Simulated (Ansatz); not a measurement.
Working through an equation of state with a fit of VB₄Os, space group P-6m2

Computed with the Python package of Ansatz (0.2.0).

At the Python prompt:
```pycon
>>> import warnings
>>> import ansatz as az
>>> from ase.eos import EquationOfState
>>> from ase.units import GPa
>>> import numpy as np
>>> VECTORS = np.array([
...     [2.877487, 0.0, 0.0],
...     [-1.438744, 2.491977, 0.0],
...     [0.0, 0.0, 7.453705],
... ])
>>> SITES = [
...     ("V", (0.0, 0.0, 0.0), 2.0),
...     ("B", (0.0, 0.0, 0.709484), 0.0),
...     ("B", (1 / 3, 2 / 3, 0.796923), 0.0),
...     ("B", (1 / 3, 2 / 3, 0.203077), 0.0),
...     ("B", (0.0, 0.0, 0.290516), 0.0),
...     ("Os", (1 / 3, 2 / 3, 0.5), 0.0),
... ]
>>> def crystal_on(cell):
...     crystal = az.Crystal(lattice=az.Lattice.of(cell))
...     for symbol, position, moment in SITES:
...         crystal = crystal.atom(symbol, position, moment=moment or None)
...     return crystal
...
>>> warnings.simplefilter("ignore", az.DeckWarning)
>>> # uniform scaling of the cell
>>> volumes, energies, pressures = [], [], []
>>> for scale in np.linspace(0.9, 1.1, 9):
...     cell = VECTORS * scale ** (1 / 3)
...     calculation = (
...         crystal_on(cell).calculation()
...         .functional("PBE")
...         .occupations("fermi_dirac", width=0.15)
...         .spin("collinear")
...         .basis(500)
...         .kpoints(9, 9, 3)
...         .stress()
...     )
...     report = calculation.run(threads=1).report
...     volumes.append(abs(np.linalg.det(cell)) / len(SITES))
...     energies.append(report["free_energy_ev"] / len(SITES))
...     pressures.append(np.trace(report["stress_gpa"]) / 3)
...     print(f"V = {volumes[-1]:8.4f} A^3/atom  F = {energies[-1]:.5f} eV/atom  P = {pressures[-1]:8.3f} GPa")
...
RunWarning: the starting moments were not kept: the SCF closed with an absolute magnetisation of 1.4e-6 μB, where they sum to 2 μB in size (1 site). That is at most 0.1 of that sum. Measured as dr2_m measures the in/out step, that magnetisation stands 8.3e-13 eV from none, at or under the dr2_threshold of 1.0e-7 eV: it is no larger than a step whose dr2_m would equal this threshold. The system [...]
V =   8.0172 A^3/atom  F = -2486.99451 eV/atom  P =   37.510 GPa
V =   8.2399 A^3/atom  F = -2487.03854 eV/atom  P =   26.085 GPa
V =   8.4626 A^3/atom  F = -2487.06767 eV/atom  P =   16.040 GPa
V =   8.6853 A^3/atom  F = -2487.08369 eV/atom  P =    7.203 GPa
V =   8.9080 A^3/atom  F = -2487.08818 eV/atom  P =   -0.575 GPa
V =   9.1307 A^3/atom  F = -2487.08252 eV/atom  P =   -7.422 GPa
V =   9.3534 A^3/atom  F = -2487.06793 eV/atom  P =  -13.450 GPa
V =   9.5761 A^3/atom  F = -2487.04547 eV/atom  P =  -18.754 GPa
V =   9.7988 A^3/atom  F = -2487.01609 eV/atom  P =  -23.419 GPa
>>> eos = EquationOfState(volumes, energies, eos="sj")
>>> v0, e0, bulk = eos.fit()
>>> print(f"V0 = {v0:.4f} A^3/atom, E0 = {e0:.5f} eV/atom, B = {bulk / GPa:.1f} GPa")
V0 = 8.8905 A^3/atom, E0 = -2487.08821 eV/atom, B = 294.0 GPa
>>> eos.plot("eos.png")
<Axes: title={'center': 'sj: E: -2487.088 eV, V: 8.891 Å$^3$, B: 293.950 GPa'}, xlabel='volume [Å$^3$]', ylabel='energy [eV]'>
```

A third-order Birch-Murnaghan fit through the 9 points has its minimum at 8.89 Å³ an atom, 0.2 % below the typed cell, with a bulk modulus of 294 GPa and dB/dP = 4.1. From that minimum the energy rises by 93.7 meV an atom on the compressed side and 72.1 meV on the expanded side.

Reading the output:
- Total energies depend on the potentials; only differences at equal settings carry meaning.
- The SCF didn't keep the moments it started from (some shrank, vanished or turned); what is printed is the state reached.
- Shape and fractional positions are held along the curve, so the bulk modulus is an upper value where they are free to relax.
- For a metal this k-point mesh is coarse: on a finer one energies can move by several to tens of meV an atom and pressures by half a GPa or more, differences at one mesh by less.
- The smearing is wide enough that free energy and stress hold a thermal part of the electrons.
- Pressure is positive in compression.
- Spin-orbit coupling, which matters for elements this heavy, is left out.
- This cell is a computed structure, which may not be the phase found in nature.
- Warnings are shown shortened and without file and line.
- The script silences the warnings on its input, which a real study should read.
- The whole script took 2.3 min on 1 thread of Arm Neoverse V1, with other jobs on the host, peak memory 0.47 GiB.
